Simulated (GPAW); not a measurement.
Runs of GPAW 26.7.0 on CsLi2. The structure is hexagonal, space group P-6m2 (No. 187). The conventional cell has a = 3.966 Å, b = 3.966 Å, c = 10.028 Å, α = 90.00°, β = 90.00°, γ = 120.00°. Cs (site symmetry -6m2) is surrounded by 6 Cs at 3.97 Å and 6 Li at 4.18 Å. Li (site symmetry 3m) has 1 Li at 3.04 Å as nearest neighbours. The cell was built by a generator and needn't be a form met in nature.

```csv
task,level,potentials or basis,spin,cell,k mesh,optimizer,fmax,max steps,convergence,eigensolver,gap on the mesh (eV),pressure (GPa),relaxed volume (Å³/atom),largest force (eV/Å)
relaxation of cell and atoms,revPBE,"the program's PAW data sets (release 1.2.1) made for this functional, pw",off,relaxed,8 × 8 × 3,BFGS,0.02 eV/Å,60,density=1e-05 forces=0.0001,-,none,0.0,(a),0.01
relaxation of cell and atoms,BLYP,"PAW data sets generated in the run's folder for this functional, pw",off,relaxed,8 × 8 × 3,BFGS,0.02 eV/Å,60,density=1e-05 forces=0.0001,davidson,none,0.0,52.70,-
band structure,PBEsol,"PAW data sets generated in the run's folder for this functional, pw","SOC, no magnetisation",as given,6 × 6 × 3,-,-,-,-,-,-,-0.3,-,0.01
band structure,PBEsol,"PAW data sets generated in the run's folder for this functional, pw",off,as given,6 × 6 × 3,-,-,-,-,-,-,-0.3,-,0.01
```

Alike in all rows: cutoff (eV) 800; smearing fermi-dirac 0.05 eV.

**Question.** Fill in the values left out.

**Answer.** (a) 49.53.

Caveats: later steps reuse the first step's grids (some runs); the volume moved by over 15 % at a fixed basis, so the end points are rough (some runs); spin-orbit coupling was added after a scalar SCF, so levels and gaps hold it while energy, forces, pressure and moments don't (some runs); this program's spin-orbit splittings come out too wide for heavy elements (some runs); spin-orbit coupling is left out, which moves the levels of the heavy elements (some runs).

A k mesh can miss the band edges, and rows without SOC leave out spin-orbit coupling on Cs.

A gap of «none» marks a metal or a gap under the smearing width.
